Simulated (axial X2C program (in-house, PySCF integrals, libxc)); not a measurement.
# HCoH⁺: bond lengths and stretches, held linear

An exercise on one series of results from a longer session: the logs are not shown, and one member is left open.

Program: an in-house X2C program for linear molecules on PySCF integrals. Level of theory: all-electron X2C, two-component (2c) or spin-free, H dyall-v3z, Co dyall-v3z. These are calculated values, not measurements.

All values are calculated.

2 further runs of the same task are left out: 2 set aside as unsound or not needed.

Set-up of the first run:

task.json

```json
{"zs": [1, 27, 1], "q": 1, "bas": ["dyall-v3z", "dyall-v3z", "dyall-v3z"], "r0": [1.43, 1.43], "symm": 1, "scan": ["PBE0", "HF", "r2SCAN"], "levels": ["PBE0", "HF", "PBE"], "nst": 2}
```

Keys: zs atomic numbers; q charge; bas basis sets; r0 starting distance in Å; symm equal bonds; scan levels of the two-bond scan; levels methods; nst determinants followed.

The run is started by

```bash
$ python solin.py task.json out
```

Masses H 1.008, Co 58.933, H 1.008 u.

Among the steps run: Scan at PBE0, 2c; Scan at r2SCAN, 2c; Scan at PBE0, spin-free.

One table of the session follows, with a row left open; its other results are not shown here.

```
            level  r(H–Co) (Å)  r(Co–H) (Å)  lower stretch (cm⁻¹)  upper stretch (cm⁻¹)
         PBE0, 2c        1.647        1.647                 877.8                1506.6
       r2SCAN, 2c        1.638        1.638                 895.7                1517.1
  PBE0, spin-free            ?            ?                     ?                     ?
r2SCAN, spin-free        1.638        1.638                 897.9                1517.8
```

Estimate the missing values for PBE0, spin-free.

The run gave: r(H–Co) (Å): 1.646; r(Co–H) (Å): 1.646; lower stretch (cm⁻¹): 880.0; upper stretch (cm⁻¹): 1507.2. In the column «r(H–Co) (Å)» it lies between r2SCAN, spin-free (1.638) and PBE0, 2c (1.647).

Scans not shown above were run alike.

Limits of these values: The molecule was held linear; bending was not examined, so a bent shape may lie lower.
